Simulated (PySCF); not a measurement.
# SbH (triplet) under other conditions

How does SbH (triplet) answer to another spin, charge, distance or environment?

The runs use PySCF 2.14.0; each script names its method and basis.

3 further runs of the same task are left out: 1 for a known fault of the program, 2 that didn't finish.

**1. Where the work starts**

SbH (triplet): 2 atoms, charge 0, spin multiplicity 3.

Bond lengths: Sb1–H2 1.938 Å.

**2. The run that the others are compared with**

Input file input.py:

```python
from pyscf import gto, scf, mp

mol = gto.M(
    atom='Sb 0 0 0; H 0 0 1.938',
    basis='ano-rcc-vdzp',
    charge=0,
    spin=2,
    symmetry=True,
    verbose=4,
)
mf = scf.UHF(mol)
mf = mf.sfx2c1e()
mf.kernel()
mp.MP2(mf).kernel()
mf.dip_moment()
print('orbital energies (hartree):', [e[max(0, n-3):n+3].round(4) for e, n in zip(mf.mo_energy, mol.nelec)])
```

Run with:

```console
$ OMP_NUM_THREADS=1 python input.py
```

The log of this run is left out.

It gives: E(SCF) = -6478.474970 Eh, 11 cycles, E(MP2) − E(SCF) = -0.47218 Eh, ⟨S²⟩ = 2.033, μ = 0.58 D (of the SCF density).

The bond length is a typed value, not an optimised one. The triplet is typed in the script; nothing here shows that it is the ground state.

**3. Bond 2.074 Å**

Edit 1 changes bond length: 1.938 Å → 2.074 Å.

Input file input.py:

```python
from pyscf import gto, scf, mp

mol = gto.M(
    atom='Sb 0 0 0; H 0 0 2.074',
    basis='ano-rcc-vdzp',
    charge=0,
    spin=2,
    symmetry=True,
    verbose=4,
)
mf = scf.UHF(mol)
mf = mf.sfx2c1e()
mf.kernel()
mp.MP2(mf).kernel()
mf.dip_moment()
print('orbital energies (hartree):', [e[max(0, n-3):n+3].round(4) for e, n in zip(mf.mo_energy, mol.nelec)])
```

Run with:

```console
$ OMP_NUM_THREADS=1 python input.py
```

**4. Bond 25 Å**

Edit 2 changes bond length: 1.938 Å → 25 Å.

Changes to input.py since step 2:

```diff
@@ -3,3 +3,3 @@
 mol = gto.M(
-    atom='Sb 0 0 0; H 0 0 1.938',
+    atom='Sb 0 0 0; H 0 0 25',
     basis='ano-rcc-vdzp',
```

**5. Electric field 0.05 a.u.**

Edit 3 changes electric field: none → 0.05 a.u.; point-group symmetry: on → off.

Changes to input.py since step 2:

```diff
@@ -7,3 +7,2 @@
     spin=2,
-    symmetry=True,
     verbose=4,
@@ -12,2 +11,7 @@
 mf = mf.sfx2c1e()
+field = 0.05  # electric field along z, atomic units
+h = mf.get_hcore() + field*mol.intor('int1e_r')[2]
+mf.get_hcore = lambda *args: h
+e_nuc = mol.energy_nuc() - field*mol.atom_charges() @ mol.atom_coords()[:, 2]
+mf.energy_nuc = lambda *args: e_nuc
 mf.kernel()
```

**6. Bond 1.55 Å**

Edit 4 changes bond length: 1.938 Å → 1.55 Å.

Changes to input.py since step 2:

```diff
@@ -3,3 +3,3 @@
 mol = gto.M(
-    atom='Sb 0 0 0; H 0 0 1.938',
+    atom='Sb 0 0 0; H 0 0 1.55',
     basis='ano-rcc-vdzp',
```

Before running it: what results should come out? Wanted: for each run, E(SCF); from base; gap, α spin; SCF dipole; after the SCF.

As calculated:

```
                     run  E(SCF) (hartree)  from base (eV)  cycles  gap, α spin (eV)  SCF dipole (D)               after the SCF
                    base      -6478.474970               0      11             11.18            0.58  MP2 correlation -12.849 eV
            bond 2.074 Å      -6478.463341         +0.3164      13             10.93            0.82  MP2 correlation -12.823 eV
 bond 25 Å (poor choice)      -6478.429140         +1.2471      11             10.22            0.00  MP2 correlation -12.141 eV
electric field 0.05 a.u.      -6478.522535         -1.2943      12             11.69            5.36  MP2 correlation -12.714 eV
             bond 1.55 Å      -6478.478005         -0.0826      11             12.10            0.42  MP2 correlation -12.837 eV
```

**Reading.** The largest comparable shift of the SCF energy, -1.294 eV, comes with the run “electric field 0.05 a.u.”. Rows marked «poor choice» come from settings spoiled on purpose.
